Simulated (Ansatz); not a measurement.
**CH4FISi: up Jacob's ladder to CCSD(T)**

The task here is to estimate one member of a computed series from the others.

The runs use Ansatz 0.2.0, Gaussian basis; functionals in def2-TZVPP, the program's frozen cores in correlated methods.

The runs, in order: LDA (SPW92), PBE-D4, revPBE-D4, BLYP-D4, r2SCAN-D4, B97M-V, PBE0-D4, B3LYP-D4, r2SCANh-D4, r2SCAN0-D4, HSE06-D4, BHLYP-D4, CAM-B3LYP-D4, LC-ωPBE, ωB97X-V, ωB97M-V, B2PLYP, PBE-QIDH; CCSD(T)/def2-SVP; CCSD(T)/def2-TZVPP; MP2/def2-QZVPP; extrapolation to the limit; RPA on PBE.

### The geometry

The geometry comes from an earlier relaxation with PBE0-D4 in a triple-zeta def2 set; it is a stationary point, not always the lowest conformer. I takes the def2 core potential; no spin-orbit term is included.

SMILES `FC([SiH3])I`, 8 atoms, charge 0, spin multiplicity 1.

Atoms are counted from 1 here; the program's logs count them from 0.

Bond lengths: F1–C2 1.367 Å, C2–Si3 1.900 Å, C2–I4 2.160 Å, C2–H5 1.091 Å, Si3–H6 1.482 Å, Si3–H7 1.487 Å, Si3–H8 1.480 Å. Angles: F1–C2–Si3 111.7°, F1–C2–I4 109.6°, F1–C2–H5 108.5°, Si3–C2–I4 108.5°, Si3–C2–H5 114.5°, I4–C2–H5 103.8°, C2–Si3–H6 107.6°, C2–Si3–H7 108.5°, C2–Si3–H8 108.7°, H6–Si3–H7 110.2°, H6–Si3–H8 111.4°, H7–Si3–H8 110.4°.

The first run:

The input, in.yaml:

```yaml
crystal:
  periodic: [false, false, false]
  atoms:
    - {symbol: F, position_ang: [0.175195, -0.469061, -1.884708]}
    - {symbol: C, position_ang: [-0.193503, 0.336401, -0.843120]}
    - {symbol: Si, position_ang: [0.463795, -0.315959, 0.815986]}
    - {symbol: I, position_ang: [-2.348180, 0.436770, -0.732924]}
    - {symbol: H, position_ang: [0.103467, 1.360317, -1.076049]}
    - {symbol: H, position_ang: [0.082141, 0.660991, 1.863256]}
    - {symbol: H, position_ang: [1.944229, -0.421478, 0.727754]}
    - {symbol: H, position_ang: [-0.135045, -1.645080, 1.074106]}
basis:
  gaussian: {orbitals: def2-TZVPP}
hamiltonian: {xc: lda}
output: {orbitals: {seedname: orbitals}}
```

Launch:

```bash
$ ansatz run in.yaml --threads 4 --pin off --events-out ev --progress --plain --max-ram 10444MiB
```

Among the steps run: LDA; PBE-D4 (GGA); revPBE-D4 (GGA); BLYP-D4 (GGA); r2SCAN-D4 (meta-GGA); B97M-V (meta-GGA); B3LYP-D4 (hybrid); r2SCANh-D4 (hybrid); r2SCAN0-D4 (hybrid); HSE06-D4 (hybrid); BHLYP-D4 (hybrid); CAM-B3LYP-D4 (range-separated); LC-ωPBE (range-separated); ωB97X-V (range-separated); ωB97M-V (range-separated); B2PLYP (double hybrid); PBE-QIDH (double hybrid).

One of the session's tables, all rows but one given; the rest of the session is left out.

It belongs to the step «Orbital energies across the functionals». 

```
  functional  HOMO (eV)  gap (eV)
 LDA (SPW92)      -6.49      4.05
      PBE-D4      -6.33      4.11
   revPBE-D4      -6.28      4.14
     BLYP-D4      -6.17      4.06
   r2SCAN-D4      -6.61      4.57
      B97M-V      -6.67      4.63
     PBE0-D4      -7.49      6.16
    B3LYP-D4      -7.26      5.69
  r2SCANh-D4      -7.03      5.32
  r2SCAN0-D4      -7.67      6.44
    HSE06-D4      -7.10      5.39
    BHLYP-D4          ?         ?
CAM-B3LYP-D4      -8.77      8.49
     LC-ωPBE     -10.11     10.99
     ωB97X-V      -9.77     10.54
     ωB97M-V      -9.65     10.25
```

Q: Estimate the row for BHLYP-D4 from the others.

Worked estimate for «HOMO (eV)». Against the share of exact exchange, BLYP-D4 (0, -6.17), B3LYP-D4 (0.2, -7.26) give a slope of -5.45 per unit share; at 0.5 the line stands at -8.89.

**Answer.** HOMO (eV): -8.50; gap (eV): 8.12. In «HOMO (eV)» the line misses by -0.39.
